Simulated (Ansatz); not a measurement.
**C₂H₈GeO: up Jacob's ladder to CCSD(T)**

How much do the methods differ for C₂H₈GeO? The plan is to run it at one geometry with functionals of several rungs and with coupled cluster, and see how far each lands from CCSD(T) at the basis-set limit for the atomisation energy.

Computed with Ansatz 0.2.0, Gaussian basis. Level: functionals in def2-TZVPP, the program's frozen cores in correlated methods.

Plan: LDA (SPW92), PBE-D4, revPBE-D4, BLYP-D4, r2SCAN-D4, B97M-V, PBE0-D4, B3LYP-D4, r2SCANh-D4, r2SCAN0-D4, HSE06-D4, BHLYP-D4, CAM-B3LYP-D4, LC-ωPBE, ωB97X-V, ωB97M-V, B2PLYP, PBE-QIDH; CCSD(T)/def2-SVP; CCSD(T)/def2-TZVPP; MP2/def2-QZVPP; extrapolation to the limit; RPA on PBE.

### 1 Structure used throughout

All runs share one geometry, relaxed beforehand with PBE0-D4 in a triple-zeta def2 set.

12 atoms, charge 0, spin multiplicity 1.

Atoms are counted from 1 here; the program's logs count them from 0.

Bond lengths: C1–O2 1.402 Å, C1–H5 1.099 Å, C1–H6 1.099 Å, C1–H7 1.090 Å, O2–C3 1.404 Å, C3–Ge4 1.967 Å, C3–H8 1.101 Å, C3–H9 1.101 Å, Ge4–H10 1.540 Å, Ge4–H11 1.536 Å, Ge4–H12 1.536 Å. Angles: O2–C1–H5 111.4°, O2–C1–H6 111.4°, O2–C1–H7 107.6°, H5–C1–H6 108.4°, H5–C1–H7 109.1°, H6–C1–H7 109.1°, C1–O2–C3 112.4°, O2–C3–Ge4 108.5°, O2–C3–H8 111.2°, O2–C3–H9 111.2°, Ge4–C3–H8 109.4°, Ge4–C3–H9 109.4°, H8–C3–H9 107.1°, C3–Ge4–H10 108.7°, C3–Ge4–H11 110.0°, C3–Ge4–H12 110.0°, H10–Ge4–H11 109.3°, H10–Ge4–H12 109.3° and more.

### 2 LDA

This LDA is Slater exchange with PW92 correlation.

Input file in.yaml:

```yaml
crystal:
  periodic: [false, false, false]
  atoms:
    - {symbol: C, position_ang: [-0.286726, 1.970818, 0.433971]}
    - {symbol: O, position_ang: [0.239189, 0.680045, 0.588442]}
    - {symbol: C, position_ang: [-0.231016, -0.210238, -0.390144]}
    - {symbol: Ge, position_ang: [0.575113, -1.975133, -0.067901]}
    - {symbol: H, position_ang: [-1.382702, 1.968537, 0.513905]}
    - {symbol: H, position_ang: [-0.011129, 2.401352, -0.538779]}
    - {symbol: H, position_ang: [0.126819, 2.592713, 1.228469]}
    - {symbol: H, position_ang: [0.033921, 0.134286, -1.401307]}
    - {symbol: H, position_ang: [-1.327681, -0.296481, -0.355210]}
    - {symbol: H, position_ang: [0.062149, -2.953949, -1.140003]}
    - {symbol: H, position_ang: [0.173603, -2.489542, 1.322614]}
    - {symbol: H, position_ang: [2.105261, -1.877708, -0.160159]}
basis:
  gaussian: {orbitals: def2-TZVPP}
hamiltonian: {xc: lda}
output: {orbitals: {seedname: orbitals}}
```

Launch:

```console
$ ansatz run in.yaml --threads 4 --pin off --events-out ev --progress --plain --max-ram 10444MiB
```

Further steps of the session: PBE-D4 (GGA); revPBE-D4 (GGA); BLYP-D4 (GGA); r2SCAN-D4 (meta-GGA); B97M-V (meta-GGA); B3LYP-D4 (hybrid); r2SCANh-D4 (hybrid); r2SCAN0-D4 (hybrid); HSE06-D4 (hybrid); BHLYP-D4 (hybrid); CAM-B3LYP-D4 (range-separated); LC-ωPBE (range-separated); ωB97X-V (range-separated); ωB97M-V (range-separated); B2PLYP (double hybrid); PBE-QIDH (double hybrid); CCSD(T) in def2-SVP; CCSD(T) in def2-TZVPP; MP2 in def2-QZVPP; RPA on PBE orbitals.

Q: Predict the results of all the runs planned. Wanted: atomisation energy, CCSD(T)/CBS; farthest beyond LDA; mean size of error, GGA; mean size of error, meta-GGA; mean size of error, hybrid; mean size of error, range-separated; mean size of error, double hybrid; gap, smallest and largest; T1 diagnostic.

**Answer**, as computed:

| quantity | value |
| --- | --- |
| atomisation energy, CCSD(T)/CBS | 977.3 kcal/mol |
| functionals within 9.8 kcal/mol (1.0 %) | PBE-D4, BLYP-D4, r2SCAN-D4, B97M-V, PBE0-D4, B3LYP-D4, r2SCANh-D4, HSE06-D4, CAM-B3LYP-D4, LC-ωPBE, ωB97X-V, ωB97M-V |
| farthest beyond LDA | BHLYP-D4 (-28.2 kcal/mol) |
| mean size of error, GGA | 10.2 kcal/mol |
| mean size of error, meta-GGA | 1.4 kcal/mol |
| mean size of error, hybrid | 10.5 kcal/mol |
| mean size of error, range-separated | 3.6 kcal/mol |
| mean size of error, double hybrid | 11.8 kcal/mol |
| gap, smallest and largest | 5.99 eV (LDA (SPW92)), 13.37 eV (LC-ωPBE) |
| T1 diagnostic | 0.0110 |
| triples share of the correlation energy | 3.5 % |

**Reading.** LDA overbinds by 135.9 kcal/mol (14 %). PBE-D4 is off by +8.3 kcal/mol. Double hybrids carry the basis error of their MP2 part in triple zeta, and no dispersion term here, so their miss is partly the set-up's. The rungs meta-GGA, range-separated miss on average by less than the doubt on the reference (9.8 kcal/mol), so they tie. Misses under about 9.8 kcal/mol are within the doubt on the reference itself, which lacks core-valence correlation, relativity and higher excitations, and its outer-core shells are covered unevenly. Hartree-Fock recovers 73 % of the binding; the rest is correlation. CCSD(T) in def2-SVP is off by -49.5 kcal/mol, worse than the median functional, from the basis alone. Orbital gaps span 6.0 to 13.4 eV; exact exchange widens them. Correlated methods include outer-core shells of Ge, which these sets cover unevenly.
